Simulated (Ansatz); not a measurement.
2 structures of AlFe3: a ranking of polymorphs by energy, run with Ansatz 0.2.0, Python API.

Contents of `alfe3_fm_3m.cif`:
```cif
data_AlFe3
_cell_length_a 4.083036
_cell_length_b 4.083036
_cell_length_c 4.083036
_cell_angle_alpha 60.00000
_cell_angle_beta 60.00000
_cell_angle_gamma 60.00000
_symmetry_space_group_name_H-M 'P 1'
_symmetry_Int_Tables_number 1
loop_
_symmetry_equiv_pos_as_xyz
'x, y, z'
loop_
_atom_site_label
_atom_site_type_symbol
_atom_site_fract_x
_atom_site_fract_y
_atom_site_fract_z
Al1 Al    0.000000    0.000000    0.000000
Fe2 Fe    0.500000    0.500000    0.500000
Fe3 Fe    0.250000    0.250000    0.250000
Fe4 Fe    0.750000    0.750000    0.750000
```

Input file `alfe3_pm_3m.xyz`:
```text
4
Lattice="3.63929111 0.0 0.0 0.0 3.63929111 0.0 0.0 0.0 3.63929111" Properties=species:S:1:pos:R:3:initial_magmoms:R:1 pbc="T T T"
Al    0.00000000    0.00000000    0.00000000  0.00
Fe    0.00000000    1.81964555    1.81964555  3.50
Fe    1.81964555    0.00000000    1.81964555  3.50
Fe    1.81964555    1.81964555    0.00000000  3.50
```

Script `alfe3_polymorphs.py`:
```python
# -*- coding: utf-8 -*-
import csv

import ansatz as az
from ase.io import read
import numpy as np


def run_phase(name, crystal):
    calc = (
        crystal.calculation()
        .functional('lda')
        .basis(520)
        .kpoints(spacing=0.3)
        .occupations('fermi_dirac', width=0.05)
        .spin('collinear')
        .stress()
        .band_table()
    )
    calc = calc.relax(force_tolerance=0.01, cell=True)
    return calc.run(threads=1, backend='cpu')


def pressure_gpa(outcome):
    return float(np.trace(outcome.report['stress_gpa']) / 3)


def volume_per_atom(outcome):
    return abs(np.linalg.det(outcome.lattice.cell_ang)) / len(outcome.lattice.sites)

phases = {}
atoms = read('alfe3_fm_3m.cif')
fm_3m = az.Crystal.from_ase(atoms).moments(Fe=3.5)
phases['Fm-3m'] = fm_3m
pm_3m = az.Crystal.from_extxyz('alfe3_pm_3m.xyz')
phases['Pm-3m'] = pm_3m

done = {}
for name, crystal in phases.items():
    done[name] = run_phase(name, crystal)
    print(f'{name}: {done[name].report["energy_sigma0_ev"]:.4f} eV, {len(done[name].lattice.sites)} atoms')

energy = {name: o.report['energy_sigma0_ev'] / len(o.lattice.sites) for name, o in done.items()}
lowest = min(energy.values())
rows = [(name, len(o.lattice.sites), 1000 * (energy[name] - lowest), pressure_gpa(o), volume_per_atom(o), abs(o.report['magnetization_mub']) / len(o.lattice.sites)) for name, o in done.items()]
rows.sort(key=lambda row: row[2])
with open('polymorphs.csv', 'w', newline='') as handle:
    writer = csv.writer(handle)
    writer.writerow(['phase', 'atoms', 'dE (meV/atom)', 'P (GPa)', 'V (A^3/atom)', 'M (muB/atom)'])
    writer.writerows([round(v, 4) if isinstance(v, float) else v for v in row] for row in rows)
print(open('polymorphs.csv').read())
print('order:', ' < '.join(row[0] for row in rows))
```

Which of these structures comes out lowest, and how far apart are they?

By space group at the end of each run: Fm-3m (+0 meV an atom, 10.9 Å³) and Pm-3m (+40 meV an atom, 11.1 Å³).

What the script printed:

```console
$ python alfe3_polymorphs.py
Fm-3m: -13773.5557 eV, 4 atoms
Pm-3m: -13773.3940 eV, 4 atoms
phase,atoms,dE (meV/atom),P (GPa),V (A^3/atom),M (muB/atom)
Fm-3m,4,0.0,-0.005,10.8522,1.2793
Pm-3m,4,40.4151,0.0056,11.1407,1.5481

order: Fm-3m < Pm-3m
```

Absolute energies stand on the zero of these potentials, so only differences at equal settings mean something. The magnetic order follows from the starting moments and needn't be the lowest. For the metals among these phases the mesh is modest: differences between phases can be off by up to 40 meV an atom. Pressure is positive in compression. The cells come from databases of deposited and of computed structures, and not all need be stable phases. The ranking holds among these structures alone, at zero temperature; the ground state may be another structure. Magnetic phases start from parallel moments and may not end in their lowest magnetic state. Differences under about 40 meV an atom lie within the error of mesh and functional. It ran for 74 s on 1 thread of Arm Neoverse V2, on a shared host, peak memory 0.51 GiB.

(A comment or docstring line of the script was reworded after the run, the code is as it ran; lines on the test bed's own set-up are left out of the output.)
